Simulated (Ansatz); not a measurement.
# CH₇BSi₂: one species, many methods

The task here is to estimate one member of a computed series from the others.

Computed with Ansatz 0.2.0, Gaussian basis. Level: functionals in def2-TZVPP, the program's frozen cores in correlated methods.

The runs, in order: LDA (SPW92), PBE-D4, revPBE-D4, BLYP-D4, r2SCAN-D4, B97M-V, PBE0-D4, B3LYP-D4, r2SCANh-D4, r2SCAN0-D4, HSE06-D4, BHLYP-D4, CAM-B3LYP-D4, LC-ωPBE, ωB97X-V, ωB97M-V, B2PLYP, PBE-QIDH; CCSD(T)/def2-SVP; CCSD(T)/def2-TZVPP; MP2/def2-QZVPP; extrapolation to the limit; RPA on PBE.

## The geometry

All runs share one geometry, relaxed beforehand with PBE0-D4 in a triple-zeta def2 set.

11 atoms, charge 0, spin multiplicity 1.

Atoms are counted from 1 here; the program's logs count them from 0.

Bond lengths: Si1–C2 1.871 Å, Si1–H5 1.486 Å, Si1–H6 1.488 Å, Si1–H7 1.485 Å, C2–B3 1.510 Å, C2–Si4 1.919 Å, C2–H8 1.093 Å, B3–Si4 1.938 Å, B3–H9 1.187 Å, Si4–H10 1.481 Å, Si4–H11 1.484 Å. Angles: C2–Si1–H5 110.4°, C2–Si1–H6 109.4°, C2–Si1–H7 110.7°, H5–Si1–H6 108.6°, H5–Si1–H7 109.3°, H6–Si1–H7 108.3°, Si1–C2–B3 118.3°, Si1–C2–Si4 104.4°, Si1–C2–H8 106.9°, B3–C2–Si4 67.6°, B3–C2–H8 121.9°, Si4–C2–H8 134.0°, C2–B3–Si4 66.3°, C2–B3–H9 137.5°, Si4–B3–H9 149.9°, C2–Si4–B3 46.1°, C2–Si4–H10 111.5°, C2–Si4–H11 119.5° and more.

As a file:

```mol
CH7BSi2
  3D, bonds by distance, orders not assigned

 11 11  0  0  0  0  0  0  0  0999 V2000
   -0.9720    1.0655   -0.4379 Si  0  0
   -0.4133   -0.5289    0.3671 C   0  0
    0.6613   -0.4587    1.4258 B   0  0
    1.3396   -0.8379   -0.3494 Si  0  0
   -1.4999    0.8008   -1.8012 H   0  0
   -2.0539    1.6780    0.3797 H   0  0
    0.1521    2.0326   -0.5251 H   0  0
   -1.3033   -1.1510    0.4891 H   0  0
    0.7385   -0.5843    2.6037 H   0  0
    1.6739    0.1430   -1.4068 H   0  0
    1.7423   -2.2161   -0.7246 H   0  0
  1  2  8  0
  2  3  8  0
  3  4  8  0
  1  5  8  0
  1  6  8  0
  1  7  8  0
  2  8  8  0
  3  9  8  0
  4 10  8  0
  4 11  8  0
  2  4  8  0
M  END
```

Set-up of the first run:

in.yaml

```yaml
crystal:
  periodic: [false, false, false]
  atoms:
    - {symbol: Si, position_ang: [-0.972019, 1.065501, -0.437867]}
    - {symbol: C, position_ang: [-0.413284, -0.528919, 0.367119]}
    - {symbol: B, position_ang: [0.661325, -0.458735, 1.425788]}
    - {symbol: Si, position_ang: [1.339647, -0.837890, -0.349358]}
    - {symbol: H, position_ang: [-1.499880, 0.800770, -1.801153]}
    - {symbol: H, position_ang: [-2.053930, 1.678001, 0.379743]}
    - {symbol: H, position_ang: [0.152072, 2.032595, -0.525058]}
    - {symbol: H, position_ang: [-1.303279, -1.151007, 0.489128]}
    - {symbol: H, position_ang: [0.738486, -0.584349, 2.603657]}
    - {symbol: H, position_ang: [1.673864, 0.143002, -1.406760]}
    - {symbol: H, position_ang: [1.742297, -2.216070, -0.724639]}
basis:
  gaussian: {orbitals: def2-TZVPP}
hamiltonian: {xc: lda}
output: {orbitals: {seedname: orbitals}}
```

Started as:

```
> ansatz run in.yaml --threads 2 --pin off --events-out ev --progress --plain --max-ram 4352MiB
```

Among the steps run: LDA; PBE-D4 (GGA); revPBE-D4 (GGA); BLYP-D4 (GGA); r2SCAN-D4 (meta-GGA); B97M-V (meta-GGA); B3LYP-D4 (hybrid); r2SCANh-D4 (hybrid); r2SCAN0-D4 (hybrid); HSE06-D4 (hybrid); BHLYP-D4 (hybrid); CAM-B3LYP-D4 (range-separated); LC-ωPBE (range-separated); ωB97X-V (range-separated); ωB97M-V (range-separated); B2PLYP (double hybrid); PBE-QIDH (double hybrid).

One table of the session follows, with a row left open; its other results are not shown here.

It belongs to the step «Frontier levels by functional». 

| functional | HOMO (eV) | LUMO (eV) | gap (eV) |
| --- | --- | --- | --- |
| LDA (SPW92) | -5.92 | -3.14 | 2.79 |
| PBE-D4 | ? | ? | ? |
| revPBE-D4 | -5.78 | -2.81 | 2.96 |
| BLYP-D4 | -5.67 | -2.71 | 2.96 |
| r2SCAN-D4 | -6.01 | -2.63 | 3.38 |
| B97M-V | -6.10 | -2.71 | 3.39 |
| PBE0-D4 | -6.86 | -1.96 | 4.89 |
| B3LYP-D4 | -6.65 | -2.12 | 4.53 |
| r2SCANh-D4 | -6.40 | -2.30 | 4.10 |
| r2SCAN0-D4 | -6.98 | -1.81 | 5.17 |
| HSE06-D4 | -6.46 | -2.34 | 4.12 |
| BHLYP-D4 | -7.76 | -0.88 | 6.88 |
| CAM-B3LYP-D4 | -8.10 | -0.81 | 7.30 |
| LC-ωPBE | -9.42 | 0.30 | 9.72 |
| ωB97X-V | -9.09 | 0.21 | 9.30 |
| ωB97M-V | -8.93 | -0.01 | 8.92 |

**Question.** Estimate the row for PBE-D4.

**Answer.** HOMO (eV): -5.82; LUMO (eV): -2.91; gap (eV): 2.91. In the column «HOMO (eV)» it lies between LDA (SPW92) (-5.92) and revPBE-D4 (-5.78).
